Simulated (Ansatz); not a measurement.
# Mg3ZnS4: the cost of one run

Computed with Ansatz 0.2.0 (DFT PBE, scalar-relativistic, plane waves, PAW, unless a step's input says otherwise).

## Step 1: Starting point

It takes space group Cmmm (No. 65, orthorhombic). Conventional cell: a = 7.344 Å, b = 10.427 Å, c = 3.676 Å, α = 90.00°, β = 90.00°, γ = 90.00°. Mg (site symmetry 2/m) has 6 S at 2.60 to 2.61 Å in its first shell of neighbours. Mg (site symmetry mmm) is surrounded by 6 S at 2.61 to 2.63 Å. Zn (site symmetry mmm) is surrounded by 6 S at 2.57 to 2.61 Å. S (site symmetry m2m) is surrounded by 5 Mg at 2.60 to 2.61 Å and 1 Zn at 2.61 Å. Around S (site symmetry 2mm) lie 2 Zn at 2.57 Å and 4 Mg at 2.61 to 2.63 Å.

Coordinates:

```
Mg Zn S
1.0
     3.67225   -5.21346    0.00000
     3.67225    5.21346    0.00000
     0.00000    0.00000    3.67608
Mg Zn S
3 1 4
Direct
  0.00000 0.50000 0.50000
  0.50000 0.00000 0.50000
  0.50000 0.50000 0.00000
  0.00000 0.00000 0.00000
  0.75008 0.24992 0.00000
  0.75624 0.75624 0.50000
  0.24376 0.24376 0.50000
  0.24992 0.75008 0.00000
```

It is the end of an earlier relaxation with the same method, from a generated guess; it is a trial structure. At a tolerance of 0.02 Å it has space group Cmmm (No. 65); it has 17.59 Å³/atom, an uncorrected energy of -1.20 eV/atom over the elements.

## Step 2: Static run: bands, density of states and charges

Contents of input.yaml:

```yaml
crystal:
  lattice:
    - [3.6722489, -5.2134568, 0.0]
    - [3.6722489, 5.2134568, 0.0]
    - [0.0, 0.0, 3.6760849]
  atoms:
    - { symbol: Mg, position: [0.0, 0.5, 0.5] }
    - { symbol: Mg, position: [0.5, 0.0, 0.5] }
    - { symbol: Mg, position: [0.5, 0.5, 0.0] }
    - { symbol: Zn, position: [0.0, 0.0, 0.0] }
    - { symbol: S, position: [0.750079, 0.249921, 0.0] }
    - { symbol: S, position: [0.756239, 0.756239, 0.5] }
    - { symbol: S, position: [0.243761, 0.243761, 0.5] }
    - { symbol: S, position: [0.249921, 0.750079, 0.0] }
basis:
  ecutwfc: 420
kpoints:
  mp_grid: { grid: [6, 6, 8] }
  band_path:
    path:
      - [[0.0, 0.0, 0.0], [-0.5, 0.5, 0.0], [-0.3740374, 0.6259626, 0.0]]
      - [[0.3740374, 0.3740374, 0.0], [0.0, 0.0, 0.0], [0.0, 0.0, 0.5], [0.3740374, 0.3740374, 0.5]]
      - [[-0.3740374, 0.6259626, 0.5], [-0.5, 0.5, 0.5], [-0.5, 0.5, 0.0]]
      - [[0.0, 0.0, 0.0], [0.0, 0.5, 0.0], [0.0, 0.5, 0.5], [0.0, 0.0, 0.5], [-0.5, 0.5, 0.5]]
    npoints: 14
hamiltonian:
  xc: pbe
scf:
  occupations: { method: gaussian, width: 0.02 }
  n_extra_bands: 20
output:
  forces: true
  stress: true
  eigenvalues: true
  populations: true
  dos: { projected: true, de: 0.02, nscf_kmesh: { grid: [9, 9, 12] } }
  bader: true
  write_density: true
  write_potential: true
  elf: true
  volumetric_format: npy
```

Launch:

```
$ ansatz run input.yaml --threads 4 --pin off --max-ram 8192MiB --backend cpu --events-out ev --progress --plain --runs-dir out
```

**Question.** How long does this run take on 4 threads of Intel Xeon Platinum 8259CL at 2.50GHz (Skylake/Cascade Lake), shared host, and how much memory does it need?

About 73 s, with a peak of 1 GiB.
